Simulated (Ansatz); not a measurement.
# Cd2BiAuO8: the cost of one run

Computed, not measured: Ansatz 0.2.0, DFT, PBE, no spin polarisation, plane waves, PAW.

**1. The structure**

The structure is tetragonal, space group I-4 (No. 82). Conventional cell: a = 5.458 Å, b = 5.458 Å, c = 12.729 Å, α = 90.00°, β = 90.00°, γ = 90.00°. Around Bi (site symmetry -4) lie 8 O at 2.64 to 2.68 Å. O (site symmetry 1) has 1 Cd at 1.80 Å as nearest neighbours. Around Cd (site symmetry -4) lie 4 O at 1.80 Å. O (site symmetry 1) has 1 Cd at 1.76 Å as nearest neighbours. Au (site symmetry -4) is surrounded by 8 O at 2.70 to 2.74 Å. Cd (site symmetry -4) has 4 O at 1.76 Å as nearest neighbours.

The coordinates stand in the input below.

The first density is read from a saved solution for the starting cell.

**2. The walk to rest**

File input.yaml:

```yaml
crystal:
  lattice:
    - [0.0, 5.457979, 0.0]
    - [5.457979, 0.0, 0.0]
    - [2.728989, 2.728989, -6.364524]
  atoms:
    - { symbol: Bi, position: [0.5, 0.5, 0.0] }
    - { symbol: O, position: [0.2014, 0.3248, 0.8494] }
    - { symbol: O, position: [0.6752, 0.0508, 0.1506] }
    - { symbol: O, position: [0.9492, 0.8258, 0.8494] }
    - { symbol: O, position: [0.1742, 0.7986, 0.1506] }
    - { symbol: Cd, position: [0.0, 0.0, 0.0] }
    - { symbol: O, position: [0.7886, 0.4021, 0.6616] }
    - { symbol: O, position: [0.5979, 0.4502, 0.3384] }
    - { symbol: O, position: [0.5498, 0.9363, 0.6616] }
    - { symbol: O, position: [0.0637, 0.2114, 0.3384] }
    - { symbol: Au, position: [0.25, 0.75, 0.5] }
    - { symbol: Cd, position: [0.75, 0.25, 0.5] }
  symmetry: { tolerance: 0.0003 }
kpoints:
  mp_grid: { grid: [4, 4, 4], shift: [0, 0, 0] }
magnetization:
  spin_polarized: false
scf:
  occupations: { method: cold, width: 0.0138 }
  lower_state_search: "off"
hamiltonian:
  pseudopotentials: { kind: paw }
  xc: pbe
basis:
  ecutwfc: 420
  fft_grid_basis: typed
relax:
  max_steps: 40
  cell: { p_target: 0.0 }
  f_tol: 0.03
output:
  forces: true
  stress: true
  eigenvalues: true
  bader: false
  populations: true
  elf: true
  write_potential: true
  volumetric_format: npy
  dos:
    e_range: [-12, 8]
    de: 0.05
    projected: { site_lists: { Au: [Au], Bi: [Bi], Cd: [Cd], O: [O] } }
  write_density: true
checkpoint:
  read: saved_state
```

Started as:

```console
$ ansatz run input.yaml --threads 2 --pin off --max-ram 2560MiB --backend cpu --events-out ev --progress --plain --runs-dir out
```

What time and memory should one allow on 2 threads of Intel Xeon 6975P-C (Granite Rapids), shared host?

About 99 s, with a peak of 0.62 GiB.
